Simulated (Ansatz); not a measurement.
**C2H9NSi2: up Jacob's ladder to CCSD(T)**

The task here is to estimate one member of a computed series from the others.

Method: functionals in def2-TZVPP, the program's frozen cores in correlated methods; program: Ansatz 0.2.0, Gaussian basis.

The runs, in order: PBE-D4, r2SCAN-D4, PBE0-D4, B3LYP-D4, ωB97X-V, ωB97M-V, B2PLYP; CCSD(T)/def2-TZVPP; MP2/def2-QZVPP; extrapolation to the limit.

## The geometry

An earlier PBE0-D4 in a triple-zeta def2 set relaxation fixed the geometry.

14 atoms, charge 0, spin multiplicity 1.

Atoms are counted from 1 here; the program's logs count them from 0.

Bond lengths: N1–C2 1.445 Å, N1–H6 1.012 Å, N1–H7 1.014 Å, C2–C3 1.558 Å, C2–Si5 1.916 Å, C2–H8 1.099 Å, C3–Si4 1.906 Å, C3–H9 1.093 Å, C3–H10 1.097 Å, Si4–Si5 2.325 Å, Si4–H11 1.489 Å, Si4–H12 1.487 Å, Si5–H13 1.487 Å, Si5–H14 1.492 Å. Angles: C2–N1–H6 110.9°, C2–N1–H7 111.3°, H6–N1–H7 107.3°, N1–C2–C3 119.2°, N1–C2–Si5 118.4°, N1–C2–H8 107.8°, C3–C2–Si5 97.9°, C3–C2–H8 107.3°, Si5–C2–H8 104.8°, C2–C3–Si4 98.8°, C2–C3–H9 114.2°, C2–C3–H10 109.3°, Si4–C3–H9 118.9°, Si4–C3–H10 107.5°, H9–C3–H10 107.7°, C3–Si4–Si5 76.2°, C3–Si4–H11 112.7°, C3–Si4–H12 116.8° and more.

Set-up of the first run:

in.yaml reads:

```yaml
crystal:
  periodic: [false, false, false]
  atoms:
    - {symbol: N, position_ang: [-0.622237, 1.862845, 0.798182]}
    - {symbol: C, position_ang: [-0.377131, 0.454162, 0.587159]}
    - {symbol: C, position_ang: [-0.805002, -0.198992, -0.761308]}
    - {symbol: Si, position_ang: [0.340250, -1.721978, -0.722120]}
    - {symbol: Si, position_ang: [1.433068, -0.171412, 0.621844]}
    - {symbol: H, position_ang: [-0.119680, 2.423021, 0.121110]}
    - {symbol: H, position_ang: [-1.606883, 2.084774, 0.701045]}
    - {symbol: H, position_ang: [-0.879944, -0.098304, 1.392668]}
    - {symbol: H, position_ang: [-1.882840, -0.351662, -0.862708]}
    - {symbol: H, position_ang: [-0.478196, 0.437547, -1.592547]}
    - {symbol: H, position_ang: [-0.258415, -2.872099, 0.009192]}
    - {symbol: H, position_ang: [0.867797, -2.197982, -2.027831]}
    - {symbol: H, position_ang: [2.075132, -0.423338, 1.939296]}
    - {symbol: H, position_ang: [2.300981, 0.744418, -0.175182]}
basis:
  gaussian: {orbitals: def2-TZVPP}
hamiltonian: {xc: pbe, dispersion: d4}
output: {forces: true, orbitals: {seedname: orbitals}}
```

Command:

```bash
ansatz run in.yaml --threads 4 --pin off --events-out ev --progress --plain --max-ram 10444MiB
```

Steps of the session up to this table: PBE-D4 (GGA); r2SCAN-D4 (meta-GGA); PBE0-D4 (hybrid); B3LYP-D4 (hybrid); ωB97X-V (range-separated); ωB97M-V (range-separated); B2PLYP (double hybrid); CCSD(T) in def2-TZVPP; MP2 in def2-QZVPP.

One of the session's tables, all rows but one given; the rest of the session is left out.

```
            method  atomisation energy (kJ/mol)
            PBE-D4                       4908.9
         r2SCAN-D4                            ?
           PBE0-D4                       4853.5
          B3LYP-D4                       4846.2
           ωB97X-V                       4879.8
           ωB97M-V                       4860.5
            B2PLYP                       4778.0
     HF/def2-TZVPP                       3511.5
    MP2/def2-TZVPP                       4737.9
   CCSD/def2-TZVPP                       4647.9
CCSD(T)/def2-TZVPP                       4713.3
           MP2/CBS                       4868.8
       CCSD(T)/CBS                       4844.2
```

Q: Estimate the row for r2SCAN-D4 from the others.

As computed: atomisation energy (kJ/mol): 4843.6. In the column «atomisation energy (kJ/mol)» it lies between B2PLYP (4778.0) and CCSD(T)/CBS (4844.2).

Limits of these values: Free atoms (1 N, 2 C, 2 Si, 9 H) were run apart at each level; the atomisation energy is their sum less the molecule, without zero-point or spin-orbit terms.
